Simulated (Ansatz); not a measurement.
# NaBr (singlet): wave-function methods side by side at distance Br1–Na2 = 3.129 Å, cc-pVDZ

Aim: climb from Hartree-Fock through coupled cluster and multireference methods for NaBr (singlet) at one geometry and basis, and see what each rung misses.

Program: Ansatz 0.2.0, Gaussian basis. Level of theory: cc-pVDZ, core rule «outside noble gas», up to 19 orbitals frozen. These are calculated values, not measurements.

The runs, in order: UHF; CCSD(T) on RHF; BCCD(T) on RHF; CISD; CCSDT(Q) on RHF; CCSDTQ on RHF; CASSCF and MRCISD+Q, 2 electrons in 2 orbitals; CASSCF and NEVPT2, 2 electrons in 2 orbitals.

54 further runs of the same task are left out: 33 for a known fault of the program, 19 that didn't finish, 2 set aside as unsound or not needed. Runs told in other sessions of the task aren't counted.

### 1 The system

The geometry derives from a PBE0/def2-TZVP stationary point (not a proven minimum). One bond is set to the value named and the two fragments are kept rigid. No spin-orbit coupling is included. The filled d shell of Br may be among the frozen orbitals whatever the setting's name suggests.

2 atoms, charge 0, spin multiplicity 1.

Atoms are counted from 1 here; the program's logs count them from 0.

Bond lengths: Br1–Na2 3.129 Å.

### 2 UHF

Contents of in.yaml:

```yaml
crystal:
  periodic: [false, false, false]
  atoms:
    - {symbol: Br, position_ang: [0.000000, 0.000000, 0.000000]}
    - {symbol: Na, position_ang: [0.000000, 0.000000, 3.129000]}
basis:
  gaussian: {orbitals: cc-pVDZ}
magnetization: {spin_polarized: true, initial_magnetization: 0}
hamiltonian: {xc: hf}
output: {orbitals: {seedname: orbitals}}
```

On the command line:

```sh
$ ansatz run in.yaml --threads 1 --pin off --events-out ev --progress --plain --max-ram 2393MiB
```

After this run come: CCSD(T) on RHF; BCCD(T) on RHF; CISD; CCSDT(Q) on RHF; CCSDTQ on RHF; CASSCF and MRCISD+Q, 2 electrons in 2 orbitals; CASSCF and NEVPT2, 2 electrons in 2 orbitals.

Q: Predict the results of all the runs planned. Wanted: RCCSDTQ from the RHF energy; RMP2 from RCCSDTQ; RCCSD from RCCSDTQ; RCCSD(T) from RCCSDTQ; RCCSDT(Q) from RCCSDTQ; NEVPT2 pair from RCCSDTQ; T1 diagnostic.

**Answer**, as computed:

```
                         quantity                                 value
      RCCSDTQ from the RHF energy                            -3.6285 eV
                RMP2 from RCCSDTQ                            +348.2 meV
               RCCSD from RCCSDTQ                             +62.4 meV
            RCCSD(T) from RCCSDTQ                             +13.4 meV
           RCCSDT(Q) from RCCSDTQ                               0.0 meV
         NEVPT2 pair from RCCSDTQ                            +330.5 meV
levels within 1 kcal/mol (43 meV)  RCCSD(T), BCCD(T), RCCSDT, RCCSDT(Q)
                    T1 diagnostic                                 0.012
```

RCCSD(T) lands +13.4 meV from the yardstick (0.4 % of the correlation energy). These misses are within one basis, not against nature.
